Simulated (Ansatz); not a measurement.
# C2H6ClFOSi: rotation by 120° about the Si2–C5 bond, part 2 of 2

Aim: the minimum-energy path and barrier of the rotation by 120° about the Si2–C5 bond. The ends are relaxed first, then joined by a nudged elastic band. SMILES of the start: C[Si](F)(Cl)CO.

Ansatz 0.2.0; RKS PBE0/cc-pVDZ. The steps go on from the part before.

**5. What the band shows**

Images 0 and 8 are the ends. Energies count from image 0; the path length is the program's own measure over all atoms.

```
image  path (Å)  energy (eV)  dihedral Cl4–Si2–C5–O6 (°)  band force (eV/Å)
    0     0.000       0.0000                         166                  -
    1     0.610       0.0142                        -178              0.009
    2     1.220       0.0463                        -164              0.019
    3     1.830       0.0835                        -149              0.027
    4     2.439       0.1122                        -133              0.015
   5*     3.049       0.1224                        -117              0.024
    6     3.574       0.1165                        -103              0.020
    7     4.099       0.1049                         -89              0.008
    8     4.623       0.0988                         -76                  -
```

The star marks the climbing image.

image, energy (eV) and a bar:
```
        0      0.000 
        1      0.014 ###
        2      0.046 ###########
        3      0.084 ####################
        4      0.112 ###########################
        5      0.122 ##############################
        6      0.117 #############################
        7      0.105 ##########################
        8      0.099 ########################
```

The top of the band by iteration:

```
iteration  highest image above image 0 (eV)  largest band force (eV/Å)
        1                            1.1029                      4.867
        2                            0.1640                      1.032
        3                            0.1270                      0.305
        4                            0.1238                      0.088
        5                            0.1230                      0.038
        6                            0.1225                      0.060
        7                            0.1224                      0.027
```

The band as a trajectory file:

```xyz
12
image=0 dE=0.0000
C     0.907    0.272   -1.484
Si    0.466    0.452    0.308
F    -0.380    1.863    0.490
Cl    2.179    0.620    1.474
C    -0.706   -0.847    1.001
O    -1.960   -0.677    0.353
H     1.399    1.182   -1.857
H     1.586   -0.582   -1.633
H    -0.013    0.097   -2.063
H    -0.776   -0.785    2.105
H    -0.351   -1.862    0.763
H    -2.274    0.210    0.577
12
image=1 dE=0.0142
C     0.857    0.303   -1.476
Si    0.495    0.478    0.335
F    -0.246    1.938    0.563
Cl    2.251    0.513    1.450
C    -0.691   -0.808    1.027
O    -1.865   -0.830    0.221
H     1.454    1.151   -1.840
H     1.405   -0.630   -1.675
H    -0.098    0.270   -2.023
H    -0.906   -0.624    2.097
H    -0.238   -1.810    0.969
H    -2.340   -0.006    0.385
12
image=2 dE=0.0463
C     0.808    0.338   -1.468
Si    0.515    0.500    0.356
F    -0.120    1.999    0.635
Cl    2.304    0.414    1.416
C    -0.691   -0.771    1.055
O    -1.753   -0.998    0.135
H     1.508    1.107   -1.823
H     1.216   -0.655   -1.706
H    -0.153    0.449   -1.994
H    -1.048   -0.471    2.059
H    -0.167   -1.731    1.189
H    -2.344   -0.236    0.178
12
image=3 dE=0.0835
C     0.756    0.373   -1.458
Si    0.534    0.511    0.378
F    -0.004    2.035    0.716
Cl    2.357    0.316    1.365
C    -0.702   -0.736    1.084
O    -1.624   -1.166    0.090
H     1.534    1.065   -1.810
H     1.036   -0.655   -1.732
H    -0.193    0.614   -1.961
H    -1.200   -0.325    1.983
H    -0.151   -1.629    1.419
H    -2.267   -0.460   -0.041
12
image=4 dE=0.1122
C     0.703    0.412   -1.452
Si    0.553    0.509    0.396
F     0.119    2.048    0.807
Cl    2.403    0.191    1.297
C    -0.725   -0.698    1.112
O    -1.491   -1.322    0.092
H     1.527    1.047   -1.809
H     0.887   -0.628   -1.759
H    -0.233    0.748   -1.924
H    -1.351   -0.186    1.869
H    -0.191   -1.500    1.645
H    -2.125   -0.676   -0.241
12
image=5 dE=0.1224
C     0.665    0.434   -1.445
Si    0.559    0.513    0.408
F     0.213    2.062    0.861
Cl    2.420    0.095    1.243
C    -0.762   -0.641    1.135
O    -1.339   -1.475    0.139
H     1.507    1.040   -1.809
H     0.806   -0.609   -1.763
H    -0.263    0.816   -1.899
H    -1.516   -0.052    1.692
H    -0.286   -1.309    1.869
H    -1.926   -0.928   -0.397
12
image=6 dE=0.1165
C     0.643    0.449   -1.441
Si    0.558    0.516    0.415
F     0.284    2.072    0.889
Cl    2.411    0.002    1.208
C    -0.805   -0.583    1.144
O    -1.210   -1.588    0.223
H     1.482    1.058   -1.808
H     0.788   -0.591   -1.769
H    -0.288    0.834   -1.887
H    -1.648    0.040    1.499
H    -0.409   -1.105    2.029
H    -1.727   -1.159   -0.468
12
image=7 dE=0.1049
C     0.626    0.469   -1.442
Si    0.552    0.517    0.415
F     0.348    2.076    0.912
Cl    2.383   -0.098    1.183
C    -0.849   -0.527    1.140
O    -1.084   -1.682    0.344
H     1.466    1.079   -1.806
H     0.772   -0.567   -1.786
H    -0.305    0.863   -1.880
H    -1.757    0.090    1.281
H    -0.556   -0.883    2.140
H    -1.518   -1.392   -0.467
12
image=8 dE=0.0988
C     0.614    0.500   -1.450
Si    0.542    0.515    0.408
F     0.396    2.073    0.928
Cl    2.344   -0.188    1.163
C    -0.889   -0.486    1.125
O    -0.970   -1.759    0.497
H     1.482    1.078   -1.802
H     0.716   -0.531   -1.822
H    -0.298    0.947   -1.877
H    -1.836    0.086    1.061
H    -0.707   -0.667    2.196
H    -1.318   -1.624   -0.393
```

**6. Frequencies at the highest image**

The geometry is the highest inner image of the first converged band.

input.yaml

```yaml
crystal:
  periodic: [false, false, false]
  atoms:
    - { symbol: C, position_ang: [0.66504, 0.433986, -1.444651] }
    - { symbol: Si, position_ang: [0.559045, 0.51335, 0.408149] }
    - { symbol: F, position_ang: [0.212645, 2.062316, 0.860658] }
    - { symbol: Cl, position_ang: [2.419722, 0.094627, 1.242626] }
    - { symbol: C, position_ang: [-0.761835, -0.64127, 1.135116] }
    - { symbol: O, position_ang: [-1.33885, -1.474653, 0.138813] }
    - { symbol: H, position_ang: [1.506959, 1.040236, -1.808951] }
    - { symbol: H, position_ang: [0.805758, -0.609446, -1.763289] }
    - { symbol: H, position_ang: [-0.263168, 0.815624, -1.898998] }
    - { symbol: H, position_ang: [-1.516261, -0.05248, 1.691838] }
    - { symbol: H, position_ang: [-0.285744, -1.309273, 1.86921] }
    - { symbol: H, position_ang: [-1.926311, -0.928317, -0.396519] }
basis:
  gaussian: { orbitals: cc-pVDZ }
hamiltonian:
  xc: pbe0
phonons: {}
```

Command:

```sh
$ ansatz run input.yaml --threads 2 --pin off --max-ram 3072MiB --backend cpu --events-out ev --progress --plain --runs-dir out
```

Output (excerpt; [...] marks lines left out):

```text
Warning: RAYON_NUM_THREADS=2 ignored (pool sized by the plan → 2); use --threads N
[...]
Functional definition: PBE0
[...]
1307 factors; integrals over basis functions are off by at most 3.1e-4 eV
[...]
mean field -27324.75002051 eV, -1004.1660418728 hartree, gradient 4.5e-5 eV, S^2 0.000000; 0 other end points of the search recorded, 0 dependent functions left out
[...]
reference -27324.75004700 eV, -1004.1660428466 hartree; 33, 33 occupied and 89, 89 virtual orbitals, 1307 factors
[...]
1307 factors; integrals over basis functions are off by at most 3.1e-4 eV
mean field -27324.74986263 eV, -1004.1660360710 hartree, gradient 1.4e-6 eV, S^2 0.000000; 0 other end points of the search recorded, 0 dependent functions left out
[...]
reference -27324.74988913 eV, -1004.1660370447 hartree; 33, 33 occupied and 89, 89 virtual orbitals, 1307 factors
[...]
1307 factors; integrals over basis functions are off by at most 3.1e-4 eV
[...]
WARN: phonons: modes at or below zero, which the zero-point energy, F, S and C_V leave out: 1, the lowest at -61.04 cm⁻¹. A minimum has none, and a first-order saddle one
[...]
Atom 4 at    -0.761835    -0.641270     1.135116 Å, force    -0.005196    -0.019870    -0.023948 eV/Å
Atom 5 at    -1.338850    -1.474653     0.138813 Å, force    -0.000360     0.008253     0.010308 eV/Å
Atom 6 at     1.506959     1.040236    -1.808951 Å, force     0.000871    -0.001054    -0.001517 eV/Å
Atom 7 at     0.805758    -0.609446    -1.763289 Å, force     0.000158    -0.001444    -0.002862 eV/Å
Atom 8 at    -0.263168     0.815624    -1.898998 Å, force     0.000973     0.001315    -0.000007 eV/Å
Atom 9 at    -1.516261    -0.052480     1.691838 Å, force    -0.000501     0.007369     0.006896 eV/Å
Atom 10 at    -0.285744    -1.309273     1.869210 Å, force     0.003577     0.001644     0.005654 eV/Å
Atom 11 at    -1.926311    -0.928317    -0.396519 Å, force    -0.000063    -0.002699    -0.003190 eV/Å
Dipole moment:    -0.389113    -0.040774    -0.334955 e Å
Vibrations: -61.04 123.02 145.50 162.27 194.87 229.49 262.65 298.23 336.22 510.56 655.93 730.07 754.89 800.55 815.61 893.87 1080.10 1146.05 1261.29 1284.08 1386.63 1416.91 1420.63 1441.61 3027.22 3066.93 3125.00 3165.15 3182.67 3849.24 cm⁻¹, zero-point energy 2.279279 eV
```

Run time: 3.7 min. Hardware: 2 threads of Arm Neoverse V1, shared host; peak memory 0.32 GiB.

Of 30 modes, 1 is imaginary by more than 30 cm⁻¹ (61i cm⁻¹).

**7. Outcome**

What follows sums up all 2 parts.

```
                    quantity                     value
                       end A  11 moves, 0.272 eV lower
                       end B  10 moves, 0.221 eV lower
            barrier forwards                  0.122 eV
           barrier backwards                  0.024 eV
second end relative to first                 +0.099 eV
               highest image     5 of 0 to 8, climbing
             band iterations                         7
  imaginary modes at the top                  61i cm⁻¹
```

What this shows: Along this path the system climbs 0.12 eV from the first end (5 kT at 300 K); with a typical attempt rate of 10^13 per second that is roughly 10^11 events a second. The second end lies 0.099 eV above the first, so the way back costs 0.024 eV. The listed dihedral goes from 166° at end A through -117° at the highest image to -76° at end B. One imaginary mode, as a first-order saddle point has. Zero-point energy and entropy are left out.
